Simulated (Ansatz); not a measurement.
# CH₂AlNSe: vertical ionisation energy

An exercise on one series of results from a longer session: the logs are not shown, and one member is left open.

The runs use Ansatz 0.2.0, Gaussian basis; unrestricted cation, the program's frozen cores in correlated methods.

The runs, in order: UKS PBE-D4/def2-TZVPP; UKS r2SCAN-D4/def2-TZVPP; UKS PBE0-D4/def2-TZVPP; UKS B3LYP-D4/def2-TZVPP; UKS wB97X-V/def2-TZVPP; UKS wB97M-V/def2-TZVPP; UKS B2PLYP/def2-TZVPP; UHF-CCSD(T)/def2-TZVPP; UHF-MP2/def2-QZVPP; extrapolation to the limit; then −ε(HOMO) from the neutral's earlier runs with LDA (SPW92), PBE-D4, revPBE-D4, BLYP-D4, r2SCAN-D4, B97M-V, PBE0-D4, B3LYP-D4, r2SCANh-D4, r2SCAN0-D4, HSE06-D4, BHLYP-D4, CAM-B3LYP-D4, LC-ωPBE, ωB97X-V, ωB97M-V.

## The relaxed structure

All runs share one geometry, relaxed beforehand with PBE0-D4 in a triple-zeta def2 set.

6 atoms, charge 0, spin multiplicity 1.

Atoms are counted from 1 here; the program's logs count them from 0.

Bond lengths: N1–C2 1.157 Å, N1–H5 1.000 Å, C2–Al3 2.058 Å, Al3–Se4 2.166 Å, Al3–H6 1.575 Å. Angles: C2–N1–H5 164.8°, N1–C2–Al3 168.0°, C2–Al3–Se4 96.7°, C2–Al3–H6 110.0°, Se4–Al3–H6 153.3°.

Set-up of the first run:

File in.yaml:

```yaml
crystal:
  periodic: [false, false, false]
  atoms:
    - {symbol: N, position_ang: [0.483242, 0.615514, -1.590575]}
    - {symbol: C, position_ang: [0.298405, 0.415122, -0.465783]}
    - {symbol: Al, position_ang: [-0.241481, -0.289618, 1.390844]}
    - {symbol: Se, position_ang: [-1.306625, -2.042836, 0.697218]}
    - {symbol: H, position_ang: [0.503402, 0.564949, -2.588800]}
    - {symbol: H, position_ang: [0.305157, 0.672870, 2.510898]}
basis:
  gaussian: {orbitals: def2-TZVPP}
total_charge: 1
magnetization: {spin_polarized: true, initial_magnetization: 1}
hamiltonian: {xc: pbe, dispersion: d4}
```

Steps of the session up to this table: Cation, UKS PBE-D4/def2-TZVPP; Cation, UKS r2SCAN-D4/def2-TZVPP; Cation, UKS PBE0-D4/def2-TZVPP; Cation, UKS B3LYP-D4/def2-TZVPP; Cation, UKS wB97X-V/def2-TZVPP; Cation, UKS wB97M-V/def2-TZVPP; Cation, UKS B2PLYP (frozen core)/def2-TZVPP; Cation, UHF-CCSD(T)/def2-TZVPP; Cation, UHF-MP2/def2-QZVPP.

One of the session's tables, all rows but one given; the rest of the session is left out.

It belongs to the step «Ionisation energies side by side». For comparison, −ε(HOMO) of the neutral from earlier runs:

```
  functional  −ε(HOMO) (eV)
 LDA (SPW92)           5.11
      PBE-D4           4.95
   revPBE-D4           4.89
     BLYP-D4           4.75
   r2SCAN-D4           5.13
      B97M-V           5.11
     PBE0-D4           5.85
    B3LYP-D4           5.62
  r2SCANh-D4           5.47
  r2SCAN0-D4           5.98
    HSE06-D4           5.47
    BHLYP-D4           6.59
CAM-B3LYP-D4           6.92
     LC-ωPBE           8.15
     ωB97X-V              ?
     ωB97M-V           7.75
```

**Question.** Estimate the row for ωB97X-V.

The run gave: −ε(HOMO) (eV): 7.85. In the column «−ε(HOMO) (eV)» it lies between ωB97M-V (7.75) and LC-ωPBE (8.15).
